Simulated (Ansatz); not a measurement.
# C₃H₉ClSi: a ladder of functionals and wavefunction methods

The task here is to estimate one member of a computed series from the others.

The runs use Ansatz 0.2.0, Gaussian basis; functionals in def2-TZVPP, the program's frozen cores in correlated methods.

Levels to be run: LDA (SPW92), PBE-D4, revPBE-D4, BLYP-D4, r2SCAN-D4, B97M-V, PBE0-D4, B3LYP-D4, r2SCANh-D4, r2SCAN0-D4, HSE06-D4, BHLYP-D4, CAM-B3LYP-D4, LC-ωPBE, ωB97X-V, ωB97M-V, B2PLYP, PBE-QIDH; CCSD(T)/def2-SVP; CCSD(T)/def2-TZVPP; MP2/def2-QZVPP; extrapolation to the limit; RPA on PBE.

## Structure used throughout

An earlier PBE0-D4 in a triple-zeta def2 set relaxation fixed the geometry.

SMILES `CC(C)[SiH2]Cl`, 14 atoms, charge 0, spin multiplicity 1.

Atoms are counted from 1 here; the program's logs count them from 0.

Bond lengths: C1–C2 1.526 Å, C1–H6 1.093 Å, C1–H7 1.093 Å, C1–H8 1.094 Å, C2–C3 1.526 Å, C2–Si4 1.872 Å, C2–H9 1.100 Å, C3–H10 1.093 Å, C3–H11 1.093 Å, C3–H12 1.094 Å, Si4–Cl5 2.065 Å, Si4–H13 1.485 Å, Si4–H14 1.485 Å. Angles: C2–C1–H6 112.1°, C2–C1–H7 111.0°, C2–C1–H8 110.6°, H6–C1–H7 107.7°, H6–C1–H8 107.8°, H7–C1–H8 107.5°, C1–C2–C3 111.7°, C1–C2–Si4 111.7°, C1–C2–H9 108.6°, C3–C2–Si4 111.7°, C3–C2–H9 108.6°, Si4–C2–H9 104.1°, C2–C3–H10 111.0°, C2–C3–H11 112.1°, C2–C3–H12 110.6°, H10–C3–H11 107.7°, H10–C3–H12 107.5°, H11–C3–H12 107.8° and more.

As a file:

```xyz
14
charge 0, multiplicity 1
C     0.0837    0.9977   -1.1453
C    -0.4521    0.1692    0.0190
C    -0.7485   -1.2684   -0.3991
Si    0.6896    0.2377    1.5008
Cl    2.5167   -0.5905    1.0108
H     0.2525    2.0404   -0.8650
H     1.0323    0.5934   -1.5090
H    -0.6209    0.9868   -1.9823
H    -1.3850    0.6296    0.3771
H     0.1622   -1.7754   -0.7294
H    -1.1775   -1.8543    0.4176
H    -1.4570   -1.2889   -1.2327
H     0.9442    1.6375    1.9256
H     0.1471   -0.5439    2.6406
```

Set-up of the first run:

Input file in.yaml:

```yaml
crystal:
  periodic: [false, false, false]
  atoms:
    - {symbol: C, position_ang: [0.083721, 0.997681, -1.145274]}
    - {symbol: C, position_ang: [-0.452123, 0.169162, 0.019042]}
    - {symbol: C, position_ang: [-0.748499, -1.268388, -0.399098]}
    - {symbol: Si, position_ang: [0.689631, 0.237738, 1.500771]}
    - {symbol: Cl, position_ang: [2.516681, -0.590452, 1.010822]}
    - {symbol: H, position_ang: [0.252507, 2.040428, -0.865018]}
    - {symbol: H, position_ang: [1.032276, 0.593436, -1.508959]}
    - {symbol: H, position_ang: [-0.620870, 0.986836, -1.982337]}
    - {symbol: H, position_ang: [-1.384977, 0.629591, 0.377079]}
    - {symbol: H, position_ang: [0.162166, -1.775414, -0.729351]}
    - {symbol: H, position_ang: [-1.177528, -1.854327, 0.417575]}
    - {symbol: H, position_ang: [-1.456955, -1.288917, -1.232713]}
    - {symbol: H, position_ang: [0.944158, 1.637452, 1.925591]}
    - {symbol: H, position_ang: [0.147112, -0.543927, 2.640571]}
basis:
  gaussian: {orbitals: def2-TZVPP}
hamiltonian: {xc: lda}
output: {orbitals: {seedname: orbitals}}
```

Launch:

```sh
> ansatz run in.yaml --threads 4 --pin off --events-out ev --progress --plain --max-ram 10444MiB
```

Steps of the session up to this table: LDA; PBE-D4 (GGA); revPBE-D4 (GGA); BLYP-D4 (GGA); r2SCAN-D4 (meta-GGA); B97M-V (meta-GGA); B3LYP-D4 (hybrid); r2SCANh-D4 (hybrid); r2SCAN0-D4 (hybrid); HSE06-D4 (hybrid); BHLYP-D4 (hybrid); CAM-B3LYP-D4 (range-separated); LC-ωPBE (range-separated); ωB97X-V (range-separated); ωB97M-V (range-separated); B2PLYP (double hybrid); PBE-QIDH (double hybrid).

One of the session's tables, all rows but one given; the rest of the session is left out.

It belongs to the step «Frontier levels by functional». 

```
  functional  HOMO (eV)  LUMO (eV)  gap (eV)
 LDA (SPW92)      -7.01      -0.78      6.23
      PBE-D4      -6.93      -0.50      6.42
   revPBE-D4      -6.88      -0.38      6.50
     BLYP-D4      -6.82      -0.37      6.45
   r2SCAN-D4          ?          ?         ?
      B97M-V      -7.34      -0.24      7.10
     PBE0-D4      -8.19       0.38      8.58
    B3LYP-D4      -8.00       0.16      8.16
  r2SCANh-D4      -7.66       0.22      7.88
  r2SCAN0-D4      -8.37       0.65      9.02
    HSE06-D4      -7.79       0.01      7.80
    BHLYP-D4      -9.40       1.27     10.67
CAM-B3LYP-D4      -9.56       1.38     10.94
     LC-ωPBE     -10.88       2.59     13.47
     ωB97X-V     -10.55       2.42     12.97
     ωB97M-V     -10.40       2.10     12.50
```

Q: Estimate the row for r2SCAN-D4 from the others.

Worked estimate for «HOMO (eV)». Against the share of exact exchange, r2SCANh-D4 (0.1, -7.66), r2SCAN0-D4 (0.25, -8.37) give a slope of -4.73 per unit share; at 0 the line stands at -7.19.

**Answer.** HOMO (eV): -7.20; LUMO (eV): -0.08; gap (eV): 7.12. In «HOMO (eV)» the line misses by +0.01.
